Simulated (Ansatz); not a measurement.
**CH6GeSe: a ladder of functionals and wavefunction methods**

One table from this session's results is given with a row withheld; the runs are named, their logs left out.

The runs use Ansatz 0.2.0, Gaussian basis; functionals in def2-TZVPP, the program's frozen cores in correlated methods.

Plan: LDA (SPW92), PBE-D4, revPBE-D4, BLYP-D4, r2SCAN-D4, B97M-V, PBE0-D4, B3LYP-D4, r2SCANh-D4, r2SCAN0-D4, HSE06-D4, BHLYP-D4, CAM-B3LYP-D4, LC-ωPBE, ωB97X-V, ωB97M-V, B2PLYP, PBE-QIDH; CCSD(T)/def2-SVP; CCSD(T)/def2-TZVPP; MP2/def2-QZVPP; extrapolation to the limit; RPA on PBE.

## Structure used throughout

An earlier PBE0-D4 in a triple-zeta def2 set relaxation fixed the geometry.

SMILES `C[Se][GeH3]`, 9 atoms, charge 0, spin multiplicity 1.

Atoms are counted from 1 here; the program's logs count them from 0.

Bond lengths: C1–Se2 1.956 Å, C1–H4 1.088 Å, C1–H5 1.089 Å, C1–H6 1.088 Å, Se2–Ge3 2.344 Å, Ge3–H7 1.534 Å, Ge3–H8 1.539 Å, Ge3–H9 1.539 Å. Angles: Se2–C1–H4 110.5°, Se2–C1–H5 106.3°, Se2–C1–H6 110.5°, H4–C1–H5 109.4°, H4–C1–H6 110.6°, H5–C1–H6 109.4°, C1–Se2–Ge3 96.7°, Se2–Ge3–H7 106.7°, Se2–Ge3–H8 110.1°, Se2–Ge3–H9 110.1°, H7–Ge3–H8 110.5°, H7–Ge3–H9 110.5°, H8–Ge3–H9 108.9°.

The first run:

Contents of in.yaml:

```yaml
crystal:
  periodic: [false, false, false]
  atoms:
    - {symbol: C, position_ang: [-0.817874, 1.064082, -0.912070]}
    - {symbol: Se, position_ang: [1.065711, 0.539330, -0.853234]}
    - {symbol: Ge, position_ang: [0.854568, -1.039395, 0.866999]}
    - {symbol: H, position_ang: [-1.442545, 0.211006, -1.170371]}
    - {symbol: H, position_ang: [-0.900581, 1.822065, -1.689389]}
    - {symbol: H, position_ang: [-1.124474, 1.489000, 0.041929]}
    - {symbol: H, position_ang: [2.253633, -1.620141, 1.107820]}
    - {symbol: H, position_ang: [-0.125084, -2.149855, 0.447446]}
    - {symbol: H, position_ang: [0.325046, -0.362391, 2.143770]}
basis:
  gaussian: {orbitals: def2-TZVPP}
hamiltonian: {xc: lda}
output: {orbitals: {seedname: orbitals}}
```

Launch:

```console
$ ansatz run in.yaml --threads 4 --pin off --events-out ev --progress --plain --max-ram 10444MiB
```

Among the steps run: LDA; PBE-D4 (GGA); revPBE-D4 (GGA); BLYP-D4 (GGA); r2SCAN-D4 (meta-GGA); B97M-V (meta-GGA); PBE0-D4 (hybrid); B3LYP-D4 (hybrid); r2SCANh-D4 (hybrid); r2SCAN0-D4 (hybrid); HSE06-D4 (hybrid); BHLYP-D4 (hybrid); CAM-B3LYP-D4 (range-separated); LC-ωPBE (range-separated); ωB97X-V (range-separated); ωB97M-V (range-separated); B2PLYP (double hybrid); PBE-QIDH (double hybrid).

One of the session's tables, all rows but one given; the rest of the session is left out.

It belongs to the step «Orbital energies across the functionals». 

| functional | HOMO (eV) | gap (eV) |
| --- | --- | --- |
| LDA (SPW92) | ? | ? |
| PBE-D4 | -5.34 | 4.30 |
| revPBE-D4 | -5.30 | 4.35 |
| BLYP-D4 | -5.19 | 4.22 |
| r2SCAN-D4 | -5.59 | 4.82 |
| B97M-V | -5.71 | 4.89 |
| PBE0-D4 | -6.47 | 6.29 |
| B3LYP-D4 | -6.25 | 5.80 |
| r2SCANh-D4 | -6.01 | 5.54 |
| r2SCAN0-D4 | -6.64 | 6.61 |
| HSE06-D4 | -6.08 | 5.52 |
| BHLYP-D4 | -7.47 | 8.13 |
| CAM-B3LYP-D4 | -7.75 | 8.52 |
| LC-ωPBE | -9.10 | 11.05 |
| ωB97X-V | -8.76 | 10.58 |
| ωB97M-V | -8.63 | 10.22 |

Estimate the missing values for LDA (SPW92).

**Answer.** HOMO (eV): -5.45; gap (eV): 4.18. In the column «HOMO (eV)» it lies between r2SCAN-D4 (-5.59) and PBE-D4 (-5.34).
